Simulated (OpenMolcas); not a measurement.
**SnSe (SMILES [Se][Sn]): HF/ANO-RCC-VQZP (DKH2, RICD fitting)**

What is the energy change on altering one bond length of SnSe at HF/ANO-RCC-VQZP (DKH2, RICD fitting)? 

The calculation is run with OpenMolcas 26.06.

## Step 1: The system as given

SnSe has 2 atoms, charge 0, and is taken as a singlet. As SMILES, `[Se][Sn]`. The shape comes from GFN2-xTB, which is rough for such elements, and wasn't checked as a minimum.

Bond lengths: Se1–Sn2 2.338 Å.

## Step 2: The energy at HF/ANO-RCC-VQZP (DKH2, RICD fitting)

geom.xyz

```xyz
2

Se     0.000000     0.000000     0.000000
Sn     0.000000     0.000000     2.338340
```

job.input

```
&gateway
 coord=geom.xyz
 basis=ANO-RCC-VQZP
 group=NoSym
 ricd

&seward

&scf
 prorbitals=0
```

The run is started by

```console
$ export MOLCAS_MEM=1860
$ pymolcas job.input > job.log
```

What it wrote:

```text
--- Start Module: gateway ---
[...]
--- Stop Module: gateway /rc=_RC_ALL_IS_WELL_ ---
[...]
--- Start Module: seward ---
[...]
      Basis functions          161
--- Stop Module: seward /rc=_RC_ALL_IS_WELL_ ---
[...]
--- Start Module: scf ---
[...]
       Convergence after  12 Iterations
[...]
::    Total SCF energy                              -8600.5150813626
[...]
      Total spin, S                                     0.0000000000
[...]
      Total electronic charge=   84.000000
      Total            charge=   -0.000000
[...]
      Dipole Moment (debye):
      Origin of the operator (angstrom)=    0.0000    0.0000    1.4031
                   X= -3.4252E-11               Y= -1.1797E-11               Z=  3.8899E+00           Total=  3.8899E+00
      Quadrupole Moment (debye*angstrom):
[...]
--- Stop Module: scf /rc=_RC_ALL_IS_WELL_ ---
[...]
```

Run time: 47 s. Hardware: 1 thread of Arm Neoverse V1, shared host; peak memory 0.49 GiB.

## Step 3: The distorted shape, same level

geom.xyz

```xyz
2

Se     0.000000     0.000000    -1.169160
Sn     0.000000     0.000000     2.338340
```

job.input

```
* SeSn Hartree-Fock
&GATEWAY
Coord = geom.xyz
Basis = ANO-RCC-VQZP
Group = NoSym
RICD
&SEWARD
&SCF
PrOrbitals = 0
```

The run is started by

```console
$ export MOLCAS_MEM=1860
$ pymolcas job.input > job.log
```

What it wrote:

```text
--- Start Module: gateway ---
[...]
--- Stop Module: gateway /rc=_RC_ALL_IS_WELL_ ---
[...]
--- Start Module: seward ---
[...]
      Basis functions          161
--- Stop Module: seward /rc=_RC_ALL_IS_WELL_ ---
[...]
--- Start Module: scf ---
[...]
       Convergence after  20 Iterations
[...]
::    Total SCF energy                              -8600.3605226589
[...]
      Total spin, S                                     0.0000000000
[...]
      Total electronic charge=   84.000000
      Total            charge=   -0.000000
[...]
      Dipole Moment (debye):
      Origin of the operator (angstrom)=    0.0000    0.0000    0.9355
                   X= -3.8636E-11               Y= -8.3900E-12               Z=  7.2346E+00           Total=  7.2346E+00
      Quadrupole Moment (debye*angstrom):
[...]
--- Stop Module: scf /rc=_RC_ALL_IS_WELL_ ---
[...]
```

Wall time 55 s (1 thread of Arm Neoverse V1, shared host); peak memory 0.49 GiB.

## Step 4: Results

At HF/ANO-RCC-VQZP (DKH2, RICD fitting):

| quantity | value |
| --- | --- |
| first shape: total energy | -8600.51508 Eh |
| first shape: dipole moment | 3.89 D |
| first shape: HOMO energy | -9.03 eV |
| first shape: LUMO energy | -0.13 eV |
| first shape: HOMO–LUMO gap | 8.90 eV |
| distorted shape: total energy | -8600.36052 Eh |
| distorted shape: dipole moment | 7.23 D |
| distorted shape: HOMO energy | -7.50 eV |
| distorted shape: LUMO energy | -1.38 eV |
| distorted shape: HOMO–LUMO gap | 6.12 eV |
| energy change with the Se1–Sn2 bond stretched from 2.338 to 3.508 Å | 4.206 eV |

What this shows: With the Se1–Sn2 bond stretched from 2.338 to 3.508 Å the energy rises by 4.21 eV (406 kJ/mol). The first shape isn't relaxed at this level, so the change isn't measured from a minimum. A restricted reference can't describe the breaking bond well at this length.
